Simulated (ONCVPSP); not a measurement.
# O: the cost of one run

Method: ONCVPSP 4.0.1.1 (patched build), PBE, scalar-relativistic.

## 1. Starting point

The settings as typed:

```
element                 : oxygen (O, Z = 8)
type                    : optimised norm-conserving Vanderbilt (ONCV)
frozen core             : [He]
valence charge          : 6
reference configuration : 2s2 2p4
partial waves           : 2s: rc 0.90 bohr, ncon 4, nbas 8, qcut 8.6 1/bohr, 2 projectors, debl 0.8 Ha; 2p: rc 1.05 bohr, ncon 4, nbas 8, qcut 6.8 1/bohr, 1 projector; d scattering state at 0.39 Ha: rc 1.10 bohr, ncon 3, nbas 7, qcut 7.7 1/bohr, 2 projectors, debl 2.2 Ha
local potential         : polynomial inside 0.75 bohr (lpopt 5, dvloc0 4 Ha)
core correction         : not asked for
```

An earlier all-electron run gives the scale for the radii.

All-electron outer shells of the reference configuration (PBE, scalar-relativistic, ld1.x):

```
shell  level (eV)  outermost node (bohr)  outermost maximum (bohr)
   1s     -514.70                      –                      0.13
   2s      -23.96                   0.28                      0.87
   2p       -9.03                      –                      0.82
```

## 2. Generation

O.dat reads:

```
# ATOM AND REFERENCE CONFIGURATION
# atsym  z   nc   nv     iexc    psfile
  O 8.00    1    2        4      upf
#
#   n    l    f
    1    0    2.00
    2    0    2.00
    2    1    4.00
#
# PSEUDOPOTENTIAL AND OPTIMIZATION
# lmax
    2
#
#   l,   rc,      ep,       ncon, nbas, qcut
    0    0.90    0.00    4    8    8.60
    1    1.05    0.00    4    8    6.80
    2    1.10    0.39    3    7    7.70
#
# LOCAL POTENTIAL
# lloc, lpopt,  rc(5),   dvloc0
    4    5    0.75    4.00
#
# VANDERBILT-KLEINMAN-BYLANDER PROJECTORs
# l, nproj, debl
    0    2    0.80
    1    1    2.90
    2    2    2.20
#
# MODEL CORE CHARGE
# icmod, fcfact, rcfact
    0    0.00    0.00
#
# LOG DERIVATIVE ANALYSIS
# epsh1, epsh2, depsh
   -2.00    5.00    0.02
#
# OUTPUT GRID
# rlmax, drl
    6.00    0.01
#
# TEST CONFIGURATIONS
# ncnf
    4
# nvcnf
#   n    l    f
    2
    2    0    2.00
    2    1    3.00
#
    2
    2    0    2.00
    2    1    2.00
#
    2
    2    0    2.00
    2    1    1.00
#
    2
    2    0    1.00
    2    1    5.00
#
```

Launch:

```console
$ oncvpsp.x < O.dat > O.out
```

**Question.** How long does this run take on 1 thread of Intel Xeon Platinum 8559C, shared host?

About 2.2 s.
